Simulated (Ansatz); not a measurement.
# Al2Pt: the cost of one run

Program: Ansatz 0.2.0. Level of theory: DFT, levels as named, plane waves, PAW. These are calculated values, not measurements.

**1. Starting point**

The structure is cubic, space group Fm-3m (No. 225). The conventional cell has a = 5.910 Å, b = 5.910 Å, c = 5.910 Å, α = 90.00°, β = 90.00°, γ = 90.00°. Around Al (site symmetry -43m) lie 4 Pt at 2.56 Å. Around Pt (site symmetry m-3m) lie 8 Al at 2.56 Å.

Structure file:

```
CELL_PARAMETERS angstrom
0.00000 2.95500 2.95500
2.95500 0.00000 2.95500
2.95500 2.95500 0.00000
ATOMIC_POSITIONS crystal
Al 0.25000 0.25000 0.25000
Al 0.75000 0.75000 0.75000
Pt 0.00000 0.00000 0.00000
```

**2. PBE: cell and atoms**

Input file input.yaml:

```yaml
crystal:
  lattice:
    - [0.0, 2.955, 2.955]
    - [2.955, 0.0, 2.955]
    - [2.955, 2.955, 0.0]
  atoms:
    - { symbol: Al, position: [0.25, 0.25, 0.25] }
    - { symbol: Al, position: [0.75, 0.75, 0.75] }
    - { symbol: Pt, position: [0.0, 0.0, 0.0] }
  symmetry: { tolerance: 0.0003 }
hamiltonian:
  xc: pbe
  pseudopotentials: { kind: paw, azcp: { folder: soft_1 } }
basis:
  ecutwfc: 420
magnetization:
  spin_polarized: false
scf:
  occupations: { method: fermi_dirac, width: 0.1 }
kpoints:
  mp_grid: { grid: [9, 9, 9], shift: [0, 0, 0] }
output:
  forces: true
  stress: true
  eigenvalues: true
relax:
  max_steps: 60
  cell: {}
```

The run is started by

```sh
> ansatz run input.yaml --threads 2 --pin off --max-ram 5632MiB --backend cpu --events-out ev --progress --plain --runs-dir out
```

Q: Estimate wall time and peak memory on 2 threads of Arm Neoverse V1, shared host.

About 4.8 s, with a peak of 0.33 GiB.
